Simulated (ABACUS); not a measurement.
The system is HfIn4SiO6.

```
Hf In Si O
1.0
     5.69867    0.00381    0.01559
    -0.70506    6.10815   -0.00575
    -2.73718   -1.39557    6.63076
Hf In Si O
1 4 1 6
Cartesian
  0.2972 -0.0900 0.8831
  -0.4860 5.0863 4.8335
  2.9601 -0.6377 3.2997
  -0.4663 2.2403 3.5350
  2.4974 2.6606 1.3677
  2.2933 1.4988 5.6832
  0.7088 1.2617 5.2639
  3.2588 1.4387 4.3619
  5.4139 1.6003 0.0368
  2.4594 2.8937 6.5395
  -0.6297 -0.1526 2.6118
  2.1007 0.3624 1.4524
```

The cell was built by a generator and needn't be a form met in nature.

Base run:

| Quantity | Value |
| --- | --- |
| Program | ABACUS 3.10.1 |
| Functional | PBE |
| Potentials or basis | PseudoDojo NC SR 0.4.1 PBE standard |
| Cutoff | 1361 eV |
| Density cutoff | 5442 eV |
| Basis | DZP LCAO (the cutoffs set its grid) |
| k mesh | 5 × 5 × 4 |
| Occupations | fermi-dirac, width 0.05 eV |
| Spin | no spin polarisation |

Its results: band gap on the k mesh 0.86 eV, indirect (least direct gap 1.12 eV); pressure 1.6 GPa; largest force 0.464 eV/Å.

The run is repeated on the same cell with these changes: potentials or basis from PseudoDojo NC SR 0.4.1 PBE standard to SG15 ONCV 1.2 PBE; k mesh from 5 × 5 × 4 to 4 × 4 × 3; valence electrons from 104 to 118. What comes out?

Band gap on the k mesh 0.96 eV, indirect (least direct gap 1.12 eV); pressure 2.5 GPa; largest force 0.936 eV/Å.

Caveats: the atomic orbitals were generated for these runs and aren't a published set; spin-orbit coupling is left out, which moves the levels of the heavy elements; an odd mesh through Γ misses points on the zone boundary, where band edges often lie; the basis of atomic orbitals isn't converged, which shifts pressures, moduli and gaps.
